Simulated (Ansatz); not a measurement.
Below is the output of a Python script on Ansatz 0.2.0, Python API that makes a geometry optimisation of C₃H₆BrCl, SMILES CC(Br)CCl. Write a script that gives it. Settings: Hartree-Fock, def2-SVP basis, multiplicity 1.

```yaml
atoms:
  - { symbol: C, position_ang: [-1.2082, -0.3438, 0.3754] }
  - { symbol: C, position_ang: [-0.1400, 0.4123, -0.3986] }
  - { symbol: Br, position_ang: [-0.1731, 2.2978, 0.1346] }
  - { symbol: C, position_ang: [1.2707, -0.1565, -0.2693] }
  - { symbol: Cl, position_ang: [1.8299, -0.3429, 1.4139] }
  - { symbol: H, position_ang: [-1.0714, -0.2688, 1.4593] }
  - { symbol: H, position_ang: [-1.2045, -1.4043, 0.1030] }
  - { symbol: H, position_ang: [-2.2047, 0.0524, 0.1492] }
  - { symbol: H, position_ang: [-0.4132, 0.4314, -1.4595] }
  - { symbol: H, position_ang: [2.0019, 0.4744, -0.7852] }
  - { symbol: H, position_ang: [1.3126, -1.1519, -0.7228] }
```

```console
$ python run_opt.py
step   1  E = -85674.180820 eV  largest force component 0.5125 eV/A
step   2  E = -85674.199528 eV  largest force component 0.1876 eV/A
step   3  E = -85674.201719 eV  largest force component 0.0408 eV/A
step   4  E = -85674.201906 eV  largest force component 0.0184 eV/A
reference energy    -85674.201906 eV
total energy        -85674.201906 eV
occupied orbitals outside the frozen core (up, down): [38, 38]  frozen: 0  virtual: [84, 84]
pair        before    after (A)
C0-C1        1.5205   1.5177
C0-H5        1.0951   1.0876
C0-H6        1.0949   1.0930
C0-H7        1.0960   1.0884
C1-Br2       1.9597   1.9662
C1-C3        1.5265   1.5186
C1-H8        1.0957   1.0876
C3-Cl4       1.7834   1.7869
C3-H9        1.0949   1.0846
C3-H10       1.0946   1.0882
```

One script that gives this output:

The script, `run_opt.py`:
```python
'''Minimum-energy structure of C3H6BrCl.'''

import itertools

import ansatz as az
from ase.data import atomic_numbers, covalent_radii
import numpy as np

SETTINGS = {
    'basis': 'def2-SVP',
    'functional': 'HF',
}


def main() -> None:
    c3h6brcl = (
        az.Crystal.molecule()
        .atom('C', [-1.2082, -0.3438, 0.3754])
        .atom('C', [-0.14, 0.4123, -0.3986])
        .atom('Br', [-0.1731, 2.2978, 0.1346])
        .atom('C', [1.2707, -0.1565, -0.2693])
        .atom('Cl', [1.8299, -0.3429, 1.4139])
        .atom('H', [-1.0714, -0.2688, 1.4593])
        .atom('H', [-1.2045, -1.4043, 0.103])
        .atom('H', [-2.2047, 0.0524, 0.1492])
        .atom('H', [-0.4132, 0.4314, -1.4595])
        .atom('H', [2.0019, 0.4744, -0.7852])
        .atom('H', [1.3126, -1.1519, -0.7228])
    )

    calc = (
        c3h6brcl.calculation()
        .basis(gaussian=SETTINGS['basis'])
        .functional(SETTINGS['functional'])
    )
    symbols = [site.symbol for site in c3h6brcl.cartesian_sites]
    start = np.array([site.position_ang for site in c3h6brcl.cartesian_sites], dtype=float)
    def progress(event):
        if event['event'] == 'relax_step':
            row = event['data']
            print(f'step {row["step"]:3d}  E = {row["lagrangian_ev"]:.6f} eV  largest force component {row["allowed_force_max_ev_ang"]:.4f} eV/A')


    report = calc.relax(force_tolerance=0.02).session().plan().execute(on_event=progress).report
    end = np.array(report['positions_ang'])

    print('reference energy %16.6f eV' % report['reference_energy_ev'])
    print('total energy     %16.6f eV' % report['free_energy_ev'])
    print('occupied orbitals outside the frozen core (up, down):', report['n_occupied'], ' frozen:', report['n_frozen'], ' virtual:', report['n_virtual'])

    # pairs closer than 1.2 times the sum of covalent radii, before or after
    radius = [covalent_radii[atomic_numbers[s]] for s in symbols]
    span = lambda where, i, j: np.linalg.norm(where[i] - where[j])
    bonded = [(i, j) for i, j in itertools.combinations(range(len(symbols)), 2) if min(span(start, i, j), span(end, i, j)) < 1.2 * (radius[i] + radius[j])]
    print('pair        before    after (A)')
    for i, j in bonded:
        print(f'{symbols[i]}{i}-{symbols[j]}{j}'.ljust(10), f'{span(start, i, j):8.4f} {span(end, i, j):8.4f}')
    with open('c3h6brcl_opt.xyz', 'w') as handle:
        handle.write(f'{len(symbols)}\nrelaxed C3H6BrCl\n')
        handle.writelines(f'{s:2s} {x:11.6f} {y:11.6f} {z:11.6f}\n' for s, (x, y, z) in zip(symbols, end))


if __name__ == '__main__':
    main()
```

Reading the output:
- Total energies depend on the basis set; only differences at equal settings carry meaning.
- The end point is the stationary point reached from this start; no frequency run checks that it is a minimum, and the basis set is modest.
- Run time: 22 s on 1 thread of Arm Neoverse V1, on a shared host, peak memory 0.38 GiB.

(Lines on the test bed's own set-up are left out of the output.)
